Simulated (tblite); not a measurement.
# C5H10AlNSSi: the cost of one run

Programs: tblite 0.8.0 and PySCF 2.14.0, with density-fitted response routines of our own. Each step states its level of theory. These are calculated values for one molecule, in the gas phase or a continuum, unless marked as measured. Atoms count from 0, in the outputs and in this text.

## (1) Starting geometry

19 atoms, charge 0, multiplicity 1; geometry from: force field or distance geometry start.

Bonds of the start (Å): Al0–N1 1.92, N1–C2 1.35, C2–C3 1.37, C3–C4 1.38, C4–C5 1.40, C5–S6 1.79, S6–Si7 2.15, C5–C8 1.37, C8–N1 1.36, Al0–H9 1.61, Al0–H10 1.60, Al0–H11 1.59, C2–H12 1.10, C3–H13 1.07, C4–H14 1.09, Si7–H15 1.46, Si7–H16 1.47, Si7–H17 1.48, C8–H18 1.07.

## (2) Geometry optimisation with GFN2-xTB

Job settings and geometry (Å):

```
{"job": {"kind": "relax", "xc": "GFN2-xTB", "basis": "xTB"}, "charge": 0, "multiplicity": 1}
Al    -2.859800    -1.476200    -0.197600
N     -1.422300    -0.218300    -0.354600
C     -1.702600     1.081600    -0.120100
C     -0.740000     2.049500    -0.216700
C      0.543400     1.645000    -0.515800
C      0.824300     0.295800    -0.750500
S      2.520000    -0.095900    -1.151000
Si     3.601400    -0.491400     0.663700
C     -0.168600    -0.640900    -0.652900
H     -2.957000    -2.246200    -1.609300
H     -4.268300    -0.766800     0.095200
H     -2.470100    -2.565300     0.888700
H     -2.738100     1.339200     0.129700
H     -0.971700     3.080200    -0.034400
H      1.345100     2.378200    -0.599600
H      5.040100    -0.580500     0.428300
H      3.085500    -1.738200     1.259300
H      3.284200     0.636500     1.566600
H      0.044700    -1.677000    -0.821300
```

Command:

```console
OMP_NUM_THREADS=1 python probes_run.py task.json out
```

The driver reads the jobs from task.json and runs them one after another.

**Question.** How long does this first job take on 1 thread of Arm Neoverse N1, shared host, and how much memory does it need?

About 4.4 s, with a peak of 0.18 GiB.
